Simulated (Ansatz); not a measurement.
# Mg5ZnO6: the cost of one run

Method: DFT PBE, scalar-relativistic, plane waves, PAW, in Ansatz 0.2.0.

## (1) Starting point

The structure is tetragonal, space group P-4m2 (No. 115). Conventional cell: a = 3.268 Å, b = 3.268 Å, c = 13.780 Å, α = 90.00°, β = 90.00°, γ = 90.00°. Mg (site symmetry -4m2) has 4 O at 2.00 Å in its first shell of neighbours. Mg (site symmetry 2mm) is surrounded by 4 O at 2.00 Å. Around Mg (site symmetry 2mm) lie 4 O at 1.98 to 2.00 Å. Zn (site symmetry -4m2) is surrounded by 4 O at 2.01 Å. O (site symmetry 2mm) is surrounded by 4 Mg at 2.00 Å. O (site symmetry 2mm) is surrounded by 2 Mg at 1.98 Å and 2 Zn at 2.01 Å.

Structure file:

```cif
data_structure
_symmetry_space_group_name_H-M 'P-4m2'
_symmetry_Int_Tables_number 115
_cell_length_a 3.2678
_cell_length_b 3.2678
_cell_length_c 13.7795
_cell_angle_alpha 90.000
_cell_angle_beta 90.000
_cell_angle_gamma 90.000
_cell_volume 147.15
loop_
_atom_site_label
_atom_site_type_symbol
_atom_site_symmetry_multiplicity
_atom_site_Wyckoff_symbol
_atom_site_fract_x
_atom_site_fract_y
_atom_site_fract_z
_atom_site_occupancy
Mg1 Mg 1 a 0.00000 0.00000 0.00000 1
Mg2 Mg 2 f 0.50000 0.50000 0.16697 1
Mg3 Mg 2 e 0.00000 0.00000 0.33402 1
Zn1 Zn 1 c 0.50000 0.50000 0.50000 1
O1 O 2 g 0.50000 0.00000 0.08348 1
O2 O 2 g 0.00000 0.50000 0.25048 1
O3 O 2 g 0.50000 0.00000 0.41566 1
```

The start is the relaxed end of an invented cell (made as: elements ordered on the sites of the ZnO type, Zn/Mg on Zn (P-4m2, No. 115)), taken up again for a closer look.

## (2) Probe: one point on a coarse mesh

Input file input.yaml:

```yaml
crystal:
  lattice:
    - [3.2678288, 0.0, 0.0]
    - [0.0, 3.2678288, 0.0]
    - [0.0, 0.0, 13.7795323]
  atoms:
    - { symbol: Mg, position: [0.0, 0.0, 0.0] }
    - { symbol: Mg, position: [0.5, 0.5, 0.166974] }
    - { symbol: Mg, position: [0.0, 0.0, 0.334023] }
    - { symbol: Mg, position: [0.0, 0.0, 0.665977] }
    - { symbol: Mg, position: [0.5, 0.5, 0.833026] }
    - { symbol: Zn, position: [0.5, 0.5, 0.5] }
    - { symbol: O, position: [0.5, 0.0, 0.083484] }
    - { symbol: O, position: [0.0, 0.5, 0.250478] }
    - { symbol: O, position: [0.5, 0.0, 0.415656] }
    - { symbol: O, position: [0.0, 0.5, 0.584344] }
    - { symbol: O, position: [0.5, 0.0, 0.749522] }
    - { symbol: O, position: [0.0, 0.5, 0.916516] }
basis:
  ecutwfc: 420
kpoints:
  mp_grid: { grid: [6, 6, 2] }
hamiltonian:
  xc: pbe
scf:
  occupations: { method: gaussian, width: 0.1 }
  lower_state_search: "off"
output:
  forces: true
  stress: true
  eigenvalues: true
```

Launch:

```console
$ ansatz run input.yaml --threads 4 --pin off --max-ram 8192MiB --backend cpu --events-out ev --progress --plain --runs-dir out
```

What time and memory should one allow on 4 threads of Intel Xeon 6975P-C (Granite Rapids), shared host?

About 2 s, with a peak of 0.56 GiB.
